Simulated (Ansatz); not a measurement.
# CHFGa (doublet): from Hartree-Fock to the top rungs, cc-pVDZ

The task here is to estimate one member of a computed series from the others.

The runs use Ansatz 0.2.0, Gaussian basis; cc-pVDZ, core rule «outside noble gas», up to 16 orbitals frozen.

Plan: UHF; CCSD(T) on ROHF; CCSD(T) on UHF; BCCD(T) on ROHF; CISD; CCSDT(Q) on ROHF; CCSDT(Q) on UHF; CASSCF and MRCISD+Q, 9 electrons in 9 orbitals; CASSCF and NEVPT2, 9 electrons in 9 orbitals.

21 further runs of the same task are left out: 2 for a known fault of the program, 6 that didn't finish, 13 set aside as unsound or not needed.

### The geometry

The geometry is a PBE0/def2-TZVP stationary point (not a proven minimum). No spin-orbit coupling is included. The filled d shell of Ga may be among the frozen orbitals whatever the setting's name suggests; the logs give the count.

4 atoms, charge 0, spin multiplicity 2.

Atoms are counted from 1 here; the program's logs count them from 0.

Bond lengths: F1–C2 1.349 Å, C2–Ga3 2.047 Å, C2–H4 1.098 Å. Angles: F1–C2–Ga3 120.2°, F1–C2–H4 108.9°, Ga3–C2–H4 131.0°.

As a file:

```csv
atom,x (Å),y (Å),z (Å)
F1,0.0000,-0.3591,2.1394
C2,0.0000,0.5643,1.1556
Ga3,0.0000,-0.0220,-0.8053
H4,0.0000,1.5648,1.6079
```

The first run:

Contents of in.yaml:

```yaml
crystal:
  periodic: [false, false, false]
  atoms:
    - {symbol: F, position_ang: [0.000000, -0.359122, 2.139411]}
    - {symbol: C, position_ang: [0.000000, 0.564320, 1.155573]}
    - {symbol: Ga, position_ang: [0.000000, -0.021978, -0.805262]}
    - {symbol: H, position_ang: [0.000000, 1.564793, 1.607875]}
basis:
  gaussian: {orbitals: cc-pVDZ}
magnetization: {spin_polarized: true, initial_magnetization: 1}
hamiltonian: {xc: hf}
output: {orbitals: {seedname: orbitals}}
```

Run with:

```console
> ansatz run in.yaml --threads 1 --pin off --events-out ev --progress --plain --max-ram 2393MiB
```

Steps of the session up to this table: UHF; CCSD(T) on ROHF; CCSD(T) on UHF; BCCD(T) on ROHF; CISD; CCSDT(Q) on ROHF; CCSDT(Q) on UHF; CASSCF and MRCISD+Q, 9 electrons in 9 orbitals; CASSCF and NEVPT2, 9 electrons in 9 orbitals.

One table of the session follows, with a row left open; its other results are not shown here.

It belongs to the step «Misses and costs». 

```
           method  from UCCSDT(Q) (kJ/mol)
             ROHF                  +1007.9
              UHF                   +997.0
             RMP2                        ?
             UMP2                   +107.0
            RCCSD                    +27.7
            UCCSD                    +27.5
         RCCSD(T)                     +4.8
         UCCSD(T)                     +4.8
          BCCD(T)                     +4.4
           RCCSDT                     +2.1
           UCCSDT                     +2.0
        RCCSDT(Q)                     +0.3
        UCCSDT(Q)                        0
  CASSCF frontier                   +661.4
  MRCISD frontier                    +66.7
MRCISD+Q frontier                    +10.3
```

Q: Estimate the row for RMP2 from the others.

**Answer.** from UCCSDT(Q) (kJ/mol): +104.7. In the column «from UCCSDT(Q) (kJ/mol)» it lies between MRCISD frontier (+66.7) and UMP2 (+107.0).

Not comparable, so not listed: CISD; CASSCF and NEVPT2, 9 electrons in 9 orbitals (they don't share determinant, frozen orbitals or solution with the rows shown, or repeat one).

To keep in mind: Restricted and unrestricted rows rest on different reference determinants; where their highest levels disagree by more than a few hundredths of an eV, they describe different states and don't form one ladder. Warnings in the runs' records: passed over end.
